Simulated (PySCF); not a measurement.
# CH4O2Si: the cost of one run

The runs use PySCF 2.14.0, with density-fitted response routines of our own; the level of theory stands in each step. All values are computed, except where a source is named. Atoms are numbered from 0 throughout.

## Step 1: The starting structure

8 atoms, charge 0, multiplicity 1; geometry from: GFN2-xTB. The atoms were then displaced at random by about 0.01 Å, so the start is not that level's minimum.

Bonds of the start (Å): O0–C1 1.22, C1–O2 1.32, O2–Si3 1.62, C1–H4 1.11, Si3–H5 1.46, Si3–H6 1.47, Si3–H7 1.47.

## Step 2: Geometry optimisation at PBE0-D3(BJ)/def2-SVP

Job settings and geometry (Å):

```
{"job": {"xc": "PBE0", "basis": "def2-SVP", "d3": "d3bj", "grid": 1, "shake": 0.01, "kind": "geom"}, "charge": 0, "multiplicity": 1}
O      1.572290    -0.971460     0.659140
C      1.461430     0.077880     0.052380
O      0.332120     0.634830    -0.356450
Si    -1.126940    -0.022010    -0.075200
H      2.337820     0.687450    -0.245870
H     -1.228940    -1.323320    -0.722760
H     -1.361100    -0.117840     1.368090
H     -1.931540     1.015320    -0.731810
```

On the command line:

```bash
$ OMP_NUM_THREADS=1 python probes_run.py task.json out
```

One launch serves the whole session: the jobs run in the order shown.

Q: Estimate the wall time and peak memory of this first job on 1 thread of Intel Xeon 6975P-C, shared host.

About 8.7 s, with a peak of 0.34 GiB.
